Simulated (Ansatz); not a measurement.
# NbTe under changes of volume

One of the cells (21.934 Å³/atom); the others are scaled copies at fixed shape and fractional positions:

```
Te Nb
1.0
     3.70297    0.00000    0.00000
    -1.85149    3.20687    0.00000
     0.00000    0.00000    3.69421
Te Nb
1 1
Direct
  0.66667 0.33333 0.00000
  0.00000 0.00000 0.50000
```

The cell comes from a database or a generator and needn't be the stable form of this composition.

| Quantity | Value |
| --- | --- |
| Program | Ansatz 0.2.0 |
| Functional | PBE |
| Potentials or basis | PseudoDojo stringent (PBE files) |
| Cutoff | 1450 eV |
| Density cutoff | 5800 eV |
| k mesh | 8 × 8 × 7 |
| Occupations | fermi-dirac, width 0.05 eV |
| Spin | no spin polarisation |

```tsv
volume (Å³/atom)	energy over the lowest point (meV/atom)	pressure (GPa)
20.618	28.02	7.9
21.057	10.80	4.8
21.496	1.75	2.0
21.934	0.00	-0.6
22.373	4.77	-2.8
22.812	15.37	-4.8
23.250	?	?
```

What does the run at 23.250 Å³/atom give?

Energy over the lowest point 31.15 meV/atom; pressure -6.6 GPa.

Worked out: A Birch-Murnaghan fit of order 3 (a polynomial in V^(-2/3)) to the other rows has its minimum at 21.83 Å³/atom with B0 = V·E''(V) = 122 GPa and B' = 4.6 at fixed shape and positions, which overstates the stiffness. It gives 31.15 meV/atom at 23.250 Å³/atom, against the run's 31.15, and -dE/dV = -6.7 GPa, against -6.6.

Energies are extrapolated to zero smearing.
